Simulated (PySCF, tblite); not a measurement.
# C5H11FGeO: geometry, infrared bands and NMR shifts

Aim: predict the infrared bands and NMR shifts of C5H11FGeO (`C[O][Ge@H]1[CH2][C@@](C)(F)[CH2]1`).

Programs: tblite 0.8.0 and PySCF 2.14.0, with density-fitted response routines of our own. Each step states its level of theory. These are calculated values for one molecule in the gas phase, unless marked as measured. Atoms are numbered from 0 throughout.

### 1 The molecule as given

19 atoms, charge 0, multiplicity 1; geometry from: force field or distance geometry start.

Bonds of the start (Å): C0–O1 1.41, O1–Ge2 1.75, Ge2–C3 1.93, C3–C4 1.52, C4–C5 1.52, C4–F6 1.38, C4–C7 1.51, C7–Ge2 1.94, C0–H8 1.11, C0–H9 1.11, C0–H10 1.11, Ge2–H11 1.54, C3–H12 1.12, C3–H13 1.12, C5–H14 1.11, C5–H15 1.12, C5–H16 1.10, C7–H17 1.10, C7–H18 1.11.

### 2 Relaxing the molecule with GFN2-xTB

The job: settings as JSON, then the geometry in Å.

```
{"job": {"kind": "relax", "xc": "GFN2-xTB", "basis": "xTB"}, "charge": 0, "multiplicity": 1}
C      3.376300    -0.281400    -0.210100
O      2.229100    -0.715300     0.479300
Ge     0.825700    -0.191100    -0.432500
C     -0.808400    -1.183600    -0.187000
C     -1.461100     0.017300     0.484800
C     -2.617600     0.475100    -0.396400
F     -1.832300    -0.310000     1.772100
C     -0.350100     1.046900     0.498400
H      4.239900    -0.358200     0.478200
H      3.491100    -0.961700    -1.074800
H      3.221200     0.748400    -0.598500
H      1.091100     0.259700    -1.879600
H     -0.697900    -2.047000     0.513600
H     -1.302700    -1.495100    -1.136800
H     -2.394800     1.466900    -0.841100
H     -3.494100     0.583300     0.296600
H     -2.888200    -0.296900    -1.130300
H      0.001800     1.328000     1.497500
H     -0.638800     1.924100    -0.125700
```

On the command line:

```console
$ OMP_NUM_THREADS=1 python probes_run.py task.json out
```

One launch serves the whole session: the jobs run in the order shown.

**Question.** This job is followed by: GFN2-xTB harmonic vibrations, gas phase; GIAO PBE0/pcSseg-1 NMR shielding, non-relativistic, gas phase. What will the session give for the following? strongest single infrared mode (GFN2-xTB); zero-point energy (GFN2-xTB); ¹³C shifts against TMS (PBE0/pcSseg-1, means over atoms taken as alike); ¹H shifts against TMS (PBE0/pcSseg-1, means over atoms taken as alike); ¹⁷O shifts against H2O (PBE0/pcSseg-1); ⁷³Ge shifts against GeMe4 (PBE0/pcSseg-1); ¹⁹F shifts against CFCl3 (PBE0/pcSseg-1).

**Answer**, as computed:

| quantity | value |
| --- | --- |
| strongest single infrared mode (GFN2-xTB) | 1735 cm⁻¹, 492 km/mol |
| zero-point energy (GFN2-xTB) | 91.7 kcal/mol |
| ¹³C shifts against TMS (PBE0/pcSseg-1, means over atoms taken as alike) | 92.5, 58.7, 45.3, 32.6 ppm |
| ¹H shifts against TMS (PBE0/pcSseg-1, means over atoms taken as alike) | 5.68, 3.92, 2.83, 2.17, 1.38 ppm |
| ¹⁷O shifts against H2O (PBE0/pcSseg-1) | 18.7 ppm |
| ⁷³Ge shifts against GeMe4 (PBE0/pcSseg-1) | -4 ppm |
| ¹⁹F shifts against CFCl3 (PBE0/pcSseg-1) | -133.7 ppm |

Relaxing lowered the energy by 0.898 eV in 178 steps; the close pair that moved most is Ge2–C7, from 1.945 to 2.004 Å. No mode is imaginary among the 51: a minimum at this level. The strongest single mode, at 1735 cm⁻¹, moves mainly H11. Unscaled tight-binding wavenumbers are off by several per cent, some by more. Its intensities can rank the bands wrongly. At PBE0/pcSseg-1: The widest tensor belongs to Ge2: span 480 ppm, with a paramagnetic part of -1422 ppm. Spin-orbit coupling is left out, which matters for shieldings and couplings at and beside the heavy atoms.
